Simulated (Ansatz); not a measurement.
# NaH13O7: the cost of one run

Method: DFT PBE+D3(BJ), plane waves, PAW, scalar-relativistic, no spin polarisation, in Ansatz 0.2.0.

## (1) The starting structure

The cell holds 21 atoms (H13NaO7): a = 6.073 Å, b = 6.073 Å, c = 6.073 Å, α = 90.00°, β = 90.00°, γ = 90.00°.

The coordinates stand in the first input below.

## (2) Relaxing the start

Contents of input.yaml:

```yaml
crystal:
  lattice:
    - [6.073178, 0.0, 0.0]
    - [0.0, 6.073178, 0.0]
    - [0.0, 0.0, 6.073178]
  atoms:
    - { symbol: O, position: [0.6425653, 0.4846201, 0.202429] }
    - { symbol: H, position: [0.5387073, 0.5748379, 0.2831068] }
    - { symbol: H, position: [0.7683648, 0.4740838, 0.2998872] }
    - { symbol: O, position: [0.2366799, 0.1095043, 0.1273662] }
    - { symbol: H, position: [0.2618523, 0.2104528, 0.0064928] }
    - { symbol: H, position: [0.3493003, -0.0018662, 0.1087135] }
    - { symbol: O, position: [0.4860583, 0.0132425, 0.6749463] }
    - { symbol: H, position: [0.6167711, 0.0990245, 0.7064145] }
    - { symbol: H, position: [0.3784762, 0.1219905, 0.6298399] }
    - { symbol: O, position: [0.0976832, 0.4130137, 0.516852] }
    - { symbol: H, position: [0.1595511, 0.5562747, 0.5497656] }
    - { symbol: H, position: [-0.0596068, 0.4344764, 0.5321436] }
    - { symbol: O, position: [0.8044153, 0.7583468, 0.9901767] }
    - { symbol: H, position: [0.9234444, 0.7204378, 0.8910322] }
    - { symbol: H, position: [0.7879266, 0.9159506, 0.9721817] }
    - { symbol: O, position: [0.2707863, 0.5754189, 0.9678559] }
    - { symbol: H, position: [0.1507566, 0.5008968, 1.0418422] }
    - { symbol: H, position: [0.1982493, 0.6672282, 0.8594857] }
    - { symbol: Na, position: [0.9544743, 0.928126, 0.5230336] }
    - { symbol: O, position: [0.5747818, 0.5060072, 0.6799955] }
    - { symbol: H, position: [0.5008697, 0.3821311, 0.7519752] }
basis:
  ecutwfc: 420.0
kpoints:
  mp_grid: { grid: [1, 1, 1] }
hamiltonian:
  xc: pbe
  dispersion: d3bj
scf:
  occupations: { method: fermi_dirac, width: 0.02 }
  lower_state_search: "off"
relax:
  f_tol: 0.3
  max_steps: 15
  adjacent_minimum: "off"
```

Launch:

```console
$ ansatz run input.yaml --threads 1 --pin off --max-ram 3072MiB --backend cpu --events-out ev --progress --plain --runs-dir out
```

Q: Estimate wall time and peak memory on 1 thread of Intel Xeon 6975P-C (Granite Rapids), shared host.

About 16 s, with a peak of 0.42 GiB.
